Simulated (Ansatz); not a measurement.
# AlH2N: the cost of one run

Method: PBE0-D4/def2-TZVP structures, single points in def2-TZVPP, no counterpoise correction; program: Ansatz 0.2.0, Gaussian basis.

Levels: SPW92, PBE-D4, BLYP-D4, r2SCAN-D4, B97M-V, PBE0-D4, B3LYP-D4, r2SCAN0-D4, BHLYP-D4, CAM-B3LYP-D4, wB97X-V, wB97M-V, B2PLYP, PBE-QIDH, RPA on PBE, Hartree-Fock, MP2, CCSD, CCSD(T).

Cores are frozen in the correlated methods. B3LYP uses VWN-RPA correlation. B2PLYP carries no dispersion term here.

56 further runs of the same task are left out: 56 set aside as unsound or not needed.

### 1 Starting geometry

The complex: 12 atoms, charge 0, spin multiplicity 1.

Atoms are counted from 1 here; the program's logs count them from 0.

Bond lengths: Al1–N4 1.630 Å, Al1–H6 1.561 Å, C2–C3 1.518 Å, C2–H5 1.101 Å, C2–H7 1.092 Å, C2–H8 1.093 Å, C3–H9 1.092 Å, C3–H10 1.091 Å, C3–H11 1.096 Å, N4–H12 1.000 Å. Angles: N4–Al1–H6 160.7°, C3–C2–H5 111.7°, C3–C2–H7 111.5°, C3–C2–H8 112.0°, H5–C2–H7 105.5°, H5–C2–H8 108.8°, H7–C2–H8 107.2°, C2–C3–H9 111.2°, C2–C3–H10 111.3°, C2–C3–H11 112.3°, H9–C3–H10 108.1°, H9–C3–H11 106.6°, H10–C3–H11 107.1°, Al1–N4–H12 152.1°.

Coordinates:

```csv
atom,x (Å),y (Å),z (Å)
Al1,-1.6030,-1.0736,0.5857
C2,0.3858,1.1795,-0.0817
C3,1.5198,0.1755,0.0262
N4,-2.3302,-1.7503,-0.7071
H5,-0.4642,0.7735,-0.6512
H6,-1.2354,-0.7526,2.0689
H7,0.6963,2.0770,-0.6214
H8,0.0294,1.5010,0.9007
H9,2.3785,0.6050,0.5462
H10,1.8518,-0.1556,-0.9592
H11,1.2302,-0.7210,0.5859
H12,-2.4590,-1.8584,-1.6932
```

Its parts: AlNH₂ holds atoms 1, 4, 6, 12; C₂H₆ holds atoms 2, 3, 5, 7, 8, 9, 10, 11. Each part counts its atoms afresh in its own runs.

### 2 Relaxing AlNH₂ alone

Contents of relax-a/in.yaml:

```yaml
crystal:
  periodic: [false, false, false]
  atoms:
    - {symbol: Al, position_ang: [-1.603013, -1.073580, 0.585661]}
    - {symbol: N, position_ang: [-2.330248, -1.750270, -0.707052]}
    - {symbol: H, position_ang: [-1.235358, -0.752554, 2.068894]}
    - {symbol: H, position_ang: [-2.459010, -1.858442, -1.693192]}
basis:
  gaussian: {orbitals: def2-TZVP}
hamiltonian: {xc: pbe0, dispersion: d4}
relax: {f_tol: 0.005, max_steps: 200}
```

Launch:

```
> ansatz run in.yaml --threads 4 --pin off --events-out ev --progress --plain --max-ram 9574MiB
```

**Question.** How long does this run take on 4 threads of Arm Neoverse V2, shared host?

About 4 s.
